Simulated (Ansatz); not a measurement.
Write a Python script for Ansatz 0.2.0, Python API that makes a convergence test of the plane-wave cutoff of LuCd, space group Pm-3m. Use (first run): LDA, PAW, cutoff 250 eV, 8×8×8 k-points, cold smearing of 0.15 eV. The script varies cutoff (eV): 250, 350, 450, 550, 650.

```cif
data_structure
_symmetry_space_group_name_H-M 'P 1'
_symmetry_Int_Tables_number 1
_cell_length_a 3.6410
_cell_length_b 3.6410
_cell_length_c 3.6410
_cell_angle_alpha 90.000
_cell_angle_beta 90.000
_cell_angle_gamma 90.000
_cell_volume 48.27
loop_
_atom_site_label
_atom_site_type_symbol
_atom_site_fract_x
_atom_site_fract_y
_atom_site_fract_z
_atom_site_occupancy
Lu1 Lu 0.50000 0.50000 0.50000 1
Cd1 Cd 0.00000 0.00000 0.00000 1
```

The script, `ecut_lucd.py`:
```python
"""Convergence of LuCd with the plane-wave cutoff."""

from dataclasses import dataclass
import logging
import sys

import ansatz as az
from pymatgen.core import Lattice, Structure
from pymatgen.io.ase import AseAtomsAdaptor

logging.basicConfig(stream=sys.stdout, format="[%(levelname)s] %(message)s")
logger = logging.getLogger("run")
logger.setLevel(logging.INFO)


@dataclass
class Settings:
    k_density: float = 4.5
    tolerance: float = 1e-09
    occupations: str = "cold"
    width_ev: float = 0.15


opts = Settings()


def main() -> None:
    pmg_structure = Structure(
        Lattice([(3.64099, 0.0, 0.0), (0.0, 3.64099, 0.0), (0.0, 0.0, 3.64099)]),
        ["Lu", "Cd"],
        [
            (0.5, 0.5, 0.5),
            (0.0, 0.0, 0.0),
        ],
    )
    system = az.Crystal.from_ase(AseAtomsAdaptor.get_atoms(pmg_structure))

    job = (
        system.calculation()
        .functional(az.Functional.LDA)
        .kpoints(density=opts.k_density)  # sampling of the Brillouin zone
        .scf(tolerance=opts.tolerance)
        .occupations(opts.occupations, width=opts.width_ev)  # fractional filling near the Fermi level
    )

    rows = []
    for value in [250, 350, 450, 550, 650]:
        data = job.basis(value).run().report
        rows.append((value, data["free_energy_ev"] / len(data["lattice"]["sites"]), data["n_iterations"], data["n_pw"]))

    logger.info(" cutoff (eV)   F/atom (eV)    iterations   plane waves")
    for row in rows:
        logger.info(f"{str(row[0]):>12s}  {row[1]:12.5f}  {row[2]:12d}  {row[3]:12d}")

    # differences from the last row
    for row in rows[:-1]:
        shift = 1000 * (row[1] - rows[-1][1])
        logger.info(f"{row[0]}: {shift:+.2f} meV/atom" + ("  (within 5 meV)" if abs(shift) < 5 else ""))


if __name__ == "__main__":
    main()
```

`python ecut_lucd.py` gives:
```text
DeckWarning: basis.ecutwfc = 250 eV is below the records' recommended 420 eV, and the density's cutoff is lower with it unless basis.ecutrho_ratio is high enough to keep the records' density cutoff: compare with a run at a higher cutoff
DeckWarning: basis.ecutwfc = 350 eV is below the records' recommended 420 eV, and the density's cutoff is lower with it unless basis.ecutrho_ratio is high enough to keep the records' density cutoff: compare with a run at a higher cutoff
[INFO]  cutoff (eV)   F/atom (eV)    iterations   plane waves
[INFO]          250  -11304.49438             9           461
[INFO]          350  -11305.72510             9           739
[INFO]          450  -11305.72970             9          1021
[INFO]          550  -11305.73023             9          1365
[INFO]          650  -11305.73065             9          1839
[INFO] 250: +1236.27 meV/atom
[INFO] 350: +5.55 meV/atom
[INFO] 450: +0.95 meV/atom  (within 5 meV)
[INFO] 550: +0.42 meV/atom  (within 5 meV)
```
(Warnings from the package without file and line.)

From 450 eV on it stays within 5 meV an atom of the value at 650 eV; the first row (250 eV) is off by 1236.3 meV and the last but one by 0.42 meV. The energy falls steadily, as expected when plane waves are added.

Reading the output:
- The mesh is modest for a metal, so energies can be off by several to tens of meV an atom and pressures by half a GPa or more; differences at equal mesh fare better.
- The structure comes from a database of computed cells and needn't be a stable or known phase.
- Shifts are counted from the last row, which is itself no proven limit.
- It ran for 17 s on 1 thread of Arm Neoverse V2, with other jobs on the host, peak memory 0.5 GiB.
